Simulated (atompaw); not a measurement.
# A PAW (atompaw) potential for barium, from input to tests

Task: generate the file, and judge it by its logarithmic derivatives, its ghosts and its cutoff.

The numbers are computed with atompaw 4.2.0.5 (PBE, scalar-relativistic, spin-unpolarised reference atom).

### 1 Settings

The settings as typed:

```json
{
  "element": "barium (Ba, Z = 56)",
  "type": "PAW",
  "frozen core": "[Kr] 4d10 5s2",
  "valence charge": "8",
  "reference configuration": "5p6 5d0 6s2 6p0",
  "partial waves": "6s (bound): rc 3.00 bohr; 6s channel at 0.2 Ry: rc 3.00 bohr; 5p (bound): rc 2.35 bohr; 6p (bound, empty): rc 3.00 bohr; 5d (bound, empty): rc 2.55 bohr; 5d channel at 2.65 Ry: rc 2.55 bohr",
  "local potential": "bessel scheme, radius 2.00 bohr",
  "core correction": "smooth core density matched at 1.65 bohr",
  "augmentation charge": "sinc compensation charge, radius 2.20 bohr; PAW radius 3.00 bohr; waves and projectors: custom polynom2 7 10 vanderbiltortho"
}
```

The outer shells as boxes (Hund's rule for the drawing; the calculation is spin-unpolarised):

```
[Kr] core
4d [↑↓][↑↓][↑↓][↑↓][↑↓]
5s [↑↓]
5p [↑↓][↑↓][↑↓]
5d [  ][  ][  ][  ][  ]
6s [↑↓]
6p [  ][  ][  ]
```

### 2 Generation

Contents of Ba.input:

```
Ba 56
GGA-PBE scalarrelativistic loggrid 2001 logderivrange -3 5 201
6 6 5 0 0 0
6 1 0
5 2 0
0 0 0
c
c
c
c
c
v
c
c
c
v
v
c
c
v
2
3.00 2.20 2.00 1.65
y
0.2
n
n
y
2.65
n
custom polynom2 7 10 vanderbiltortho sinc
bessel
3.00
3.00
2.35
3.00
2.55
2.55
PWSCFOUT
UPFDX 0.0125d0 UPFXMIN -7.d0 UPFZMESH 56.d0
END
```

Command:

```
atompaw < Ba.input > Ba.log
```

**Question.** What will these runs give? Wanted: cutoffs for 10 and 1 mRy, occupied levels; bound ghosts; largest phase difference near zero energy, channels read; lowest eigenvalue of the overlap; share of valence orbitals outside the PAW sphere; UPF file.

The runs gave:

| quantity | value |
| --- | --- |
| cutoffs for 10 and 1 mRy, occupied levels | 18 Ry and 30 Ry |
| bound ghosts | s at -34.15 eV |
| largest phase difference near zero energy, channels read | 2.375 rad |
| lowest eigenvalue of the overlap (Bessel basis) | 0.273 (p) |
| share of valence orbitals outside the PAW sphere | 6s 89 %, 5p 7 %, 6p 96 %, 5d 56 % |
| UPF file | written |

In words: A bound ghost (s) makes it unfit for use: electrons can fall into a state that the atom doesn't have. Close by lies the frozen 5s level (-33.7 eV). It counts as soft on the atom at that tolerance, with 18 Ry needed at the looser tolerance. The slowest occupied level is 5p: taken alone it needs 18 Ry to come within 1 mRy, against 8 Ry for 6s. Of the channels read, p scatters worst near zero energy, by up to 2.38 rad. In the p channel the atom's pole at 4.47 Ry sits lower, at 0.95 Ry, in the pseudo curve. All of this concerns the isolated atom, not yet a solid.
